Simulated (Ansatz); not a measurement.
# ScB2: the cost of one run

Computed with Ansatz 0.2.0 (DFT PBEsol, scalar-relativistic, unless a step's input says otherwise).

### Step 1. The starting structure

It takes space group P6/mmm (No. 191, hexagonal). Conventional cell: a = 3.150 Å, b = 3.150 Å, c = 3.520 Å, α = 90.00°, β = 90.00°, γ = 120.00°. Around Sc (site symmetry 6/mmm) lie 12 B at 2.53 Å. B (site symmetry -6m2) has 3 B at 1.82 Å and 6 Sc at 2.53 Å in its first shell of neighbours.

Coordinates:

```cif
data_structure
_symmetry_space_group_name_H-M 'P 1'
_symmetry_Int_Tables_number 1
_cell_length_a 3.1500
_cell_length_b 3.1500
_cell_length_c 3.5200
_cell_angle_alpha 90.000
_cell_angle_beta 90.000
_cell_angle_gamma 120.000
_cell_volume 30.25
loop_
_atom_site_label
_atom_site_type_symbol
_atom_site_fract_x
_atom_site_fract_y
_atom_site_fract_z
_atom_site_occupancy
Sc1 Sc 0.00000 0.00000 0.00000 1
B1 B 0.33333 0.66667 0.50000 1
B2 B 0.66667 0.33333 0.50000 1
```

Atoms are numbered in the order of the input: Sc1, B2, B3.

### Step 2. Volume × 0.96, LAPW

The input, input.yaml:

```yaml
crystal:
  lattice:
    - [3.1074272043, 0.0, 0.0]
    - [-1.5537136022, 2.6911108993, 0.0]
    - [0.0, 0.0, 3.4724266007]
  atoms:
    - { symbol: Sc, position: [0.0, 0.0, 0.0] }
    - { symbol: B, position: [0.3333333333, 0.6666666667, 0.5] }
    - { symbol: B, position: [0.6666666667, 0.3333333333, 0.5] }
kpoints:
  mp_grid: { grid: [12, 12, 9] }
  band_path:
    path:
      - [0.0, 0.0, 0.0]
      - [0.5, 0.0, 0.0]
      - [0.3333333333, 0.3333333333, 0.0]
      - [0.0, 0.0, 0.0]
      - [0.0, 0.0, 0.5]
      - [0.5, 0.0, 0.5]
      - [0.3333333333, 0.3333333333, 0.5]
      - [0.0, 0.0, 0.5]
      - [0.5, 0.0, 0.5]
    npoints: 5
scf:
  occupations: { method: fermi_dirac, width: 0.03 }
hamiltonian:
  xc: pbesol
  pseudopotentials: { kind: all_electron, lapw: { basis_error: 0.001 } }
output:
  forces: true
  stress: true
  eigenvalues: true
```

The run is started by

```console
$ ansatz run input.yaml --threads 1 --pin off --max-ram 4096MiB --backend cpu --events-out ev --progress --plain --runs-dir out
```

**Question.** How long does this run take on 1 thread of Arm Neoverse V1, shared host, and how much memory does it need?

About 16 s, with a peak of 0.36 GiB.
